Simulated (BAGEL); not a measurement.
# UHF/3-21G (density fitting with qzvpp-jkfit) run of SiH2SCl (SMILES S[SiH]Cl)

What is the electronic atomisation energy of SiH2SCl at UHF/3-21G (density fitting with qzvpp-jkfit)? 

The results are computed with BAGEL 1.2.2.

24 further runs of the same task are left out: 2 that didn't finish, 22 set aside as unsound or not needed.

**1. The molecule**

SiH2SCl: 5 atoms, total charge 0, spin state doublet. As SMILES, `S[SiH]Cl`. The coordinates come from a PBE0-D4/def2-TZVP relaxation. This is one conformer, not always the lowest.

Bond lengths: S1–Si2 2.132 Å, Si2–Cl3 2.053 Å, S1–H4 1.346 Å, Si2–H5 1.494 Å. Angles: S1–Si2–Cl3 106.0°, S1–Si2–H5 111.3°, Cl3–Si2–H5 107.7°, Si2–S1–H4 92.6°.

**2. A single-point energy at UHF/3-21G (density fitting with qzvpp-jkfit)**

Input file input.json:

```json
{ "bagel": [

{
  "title": "molecule",
  "basis": "3-21g",
  "df_basis": "qzvpp-jkfit",
  "angstrom": true,
  "geometry": [
    { "atom": "S", "xyz": [      -1.489500,       0.144700,      -0.110400 ] },
    { "atom": "Si", "xyz": [       0.633500,       0.085900,      -0.296400 ] },
    { "atom": "Cl", "xyz": [       1.324100,       1.826800,       0.545500 ] },
    { "atom": "H", "xyz": [      -1.633000,      -1.077000,      -0.655900 ] },
    { "atom": "H", "xyz": [       1.214800,      -1.053900,       0.475800 ] }
  ]
},

{
  "title": "uhf",
  "nopen": 1
},

{
  "title": "print",
  "file": "orbitals.molden",
  "orbitals": true
}

]}
```

Run with:

```bash
$ BAGEL_NUM_THREADS=1 BAGEL input.json > input.out
```

What it wrote:

```text
* using 1 threads per process

  ===============================================================
  ===============================================================

  *** Geometry ***

  { "atom" : "S", "xyz" : [     -2.814747,      0.273443,     -0.208626 ] },
  { "atom" : "Si", "xyz" : [      1.197142,      0.162327,     -0.560115 ] },
  { "atom" : "Cl", "xyz" : [      2.502186,      3.452152,      1.030846 ] },
  { "atom" : "H", "xyz" : [     -3.085923,     -2.035235,     -1.239471 ] },
  { "atom" : "H", "xyz" : [      2.295639,     -1.991582,      0.899132 ] },

  Number of auxiliary basis functions:      420

  Since a DF basis is specified, we compute 2- and 3-index integrals:
    o Being stored without compression. Storage requirement is 0.006 GB

  Number of basis functions:       43
  Number of electrons      :       49

    * METHOD: MOLECULE                             0.12

  *** Open-shell HF ***

  === Nuclear Repulsion ===
   182.3036213202

      * DIIS with orbital gradients will be used.

  === UHF iteration (3-21g) ===
      0      -1141.36224065          0.02275521           0.05
      1      -1141.41823288          0.00813701           0.05
      2      -1141.42532645          0.00318087           0.05
      3      -1141.42662537          0.00088150           0.05
      4      -1141.42696882          0.00022968           0.05
      5      -1141.42701662          0.00007659           0.05
      6      -1141.42702850          0.00002653           0.05
      7      -1141.42703107          0.00001284           0.05
      8      -1141.42703193          0.00000562           0.05
      9      -1141.42703208          0.00000216           0.05
     10      -1141.42703209          0.00000070           0.05
     11      -1141.42703209          0.00000034           0.05
     12      -1141.42703209          0.00000019           0.05
     13      -1141.42703209          0.00000008           0.05
     14      -1141.42703209          0.00000004           0.05
     15      -1141.42703209          0.00000003           0.05
     16      -1141.42703209          0.00000002           0.05
     17      -1141.42703209          0.00000001           0.05
    * SCF iteration converged.

    * S^2 (UHF) is 0.7539

    * Permanent dipole moment:
           (   -0.212456,     1.311271,     0.692663) a.u.

    * METHOD: UHF                                  1.00

    * METHOD: PRINT                                0.01

  ===============================================================
```

Run time: 1.2 s. Hardware: 1 thread of Arm Neoverse V1, shared host.

**3. The Cl atom**

Input file input.json:

```json
{ "bagel" : [

{
  "title" : "molecule",
  "basis" : "3-21g",
  "df_basis" : "qzvpp-jkfit",
  "angstrom" : true,
  "geometry" : [
    { "atom" : "Cl", "xyz" : [       0.000000,       0.000000,       0.000000 ] }
  ]
},

{
  "title" : "uhf",
  "nopen" : 1
},

{
  "title" : "print",
  "file" : "orbitals.molden",
  "orbitals" : true
}

]}
```

Run the same way, it converges to -457.27650 Eh (log not shown).

**4. The H atom, same level**

input.json: that of step 3 with these lines changed.

```diff
@@ -8,6 +8,5 @@
   "geometry" : [
-    { "atom" : "Cl", "xyz" : [       0.000000,       0.000000,       0.000000 ] }
+    { "atom" : "H", "xyz" : [    0.000000,    0.000000,    0.000000 ] }
   ]
 },
-
 {
@@ -16,3 +15,2 @@
 },
-
 {
```

Run with:

```bash
$ BAGEL_NUM_THREADS=1 BAGEL input.json > input.out
```

What it wrote:

```text
* using 1 threads per process

  ===============================================================
  ===============================================================

  *** Geometry ***

  { "atom" : "H", "xyz" : [      0.000000,      0.000000,      0.000000 ] },

  Number of auxiliary basis functions:       18

  Since a DF basis is specified, we compute 2- and 3-index integrals:
    o Being stored without compression. Storage requirement is 0.000 GB

  Number of basis functions:        2
  Number of electrons      :        1

    * METHOD: MOLECULE                             0.01

  *** Open-shell HF ***

  === Nuclear Repulsion ===
     0.0000000000

      * DIIS with orbital gradients will be used.

  === UHF iteration (3-21g) ===
      0         -0.48950371          0.09163385           0.00
      1         -0.49554995          0.02860283           0.00
      2         -0.49613575          0.00890675           0.00
      3         -0.49619861          0.00000000           0.00
    * SCF iteration converged.

    * S^2 (UHF) is 0.7500

    * Permanent dipole moment:
           (    0.000000,     0.000000,     0.000000) a.u.

    * METHOD: UHF                                  0.01

    * METHOD: PRINT                                0.00

  ===============================================================
```

Wall time 0.14 s (1 thread of Arm Neoverse V1, shared host).

**5. The S atom, same level**

Input file input.json:

```json
{ "bagel" : [

{
  "title" : "molecule",
  "basis" : "3-21g",
  "df_basis" : "qzvpp-jkfit",
  "angstrom" : "true",
  "geometry" : [
    { "atom" : "S", "xyz" : [    0.000000,    0.000000,    0.000000 ] }
  ]
},
{ "title" : "uhf", "nopen" : 2 },
{ "title" : "print", "file" : "orbitals.molden", "orbitals" : "true" }

]}
```

Run the same way, it converges to -395.55134 Eh (log not shown).

**6. The Si atom at the same level**

Input file hf.json:

```json
{ "bagel" : [

{
  "title" : "molecule",
  "basis" : "3-21g",
  "df_basis" : "qzvpp-jkfit",
  "angstrom" : true,
  "geometry" : [
    { "atom" : "Si", "xyz" : [       0.000000,       0.000000,       0.000000 ] }
  ]
},

{
  "title" : "uhf",
  "nopen" : 2
},

{
  "title" : "print",
  "file" : "orbitals.molden",
  "orbitals" : true
}

]}
```

Run the same way, it converges to -287.34439 Eh (log not shown).

**7. What came out**

Level: UHF/3-21G (density fitting with qzvpp-jkfit).

| quantity | value |
| --- | --- |
| molecule: total energy | -1141.42703 Eh |
| molecule: dipole moment | 3.81 D |
| molecule: ⟨S²⟩ | 0.754 |
| Cl atom: total energy | -457.27650 Eh |
| Cl atom: dipole moment | 0.00 D |
| Cl atom: ⟨S²⟩ | 0.750 |
| H atom: total energy | -0.49620 Eh |
| H atom: dipole moment | 0.00 D |
| H atom: ⟨S²⟩ | 0.750 |
| S atom: total energy | -395.55134 Eh |
| S atom: dipole moment | 0.00 D |
| S atom: ⟨S²⟩ | 2.001 |
| Si atom: total energy | -287.34439 Eh |
| Si atom: dipole moment | 0.00 D |
| Si atom: ⟨S²⟩ | 2.000 |
| electronic atomisation energy | 7.140 eV |

**Reading.** Taking the molecule apart into free atoms costs 7.14 eV (165 kcal/mol), before zero-point energy and without spin-orbit coupling. Hartree–Fock lacks the correlation of the bonding pairs, which as a rule makes this value much too low; in minimal bases other errors can mask that. The basis has no polarisation functions, which makes bonds too weak.
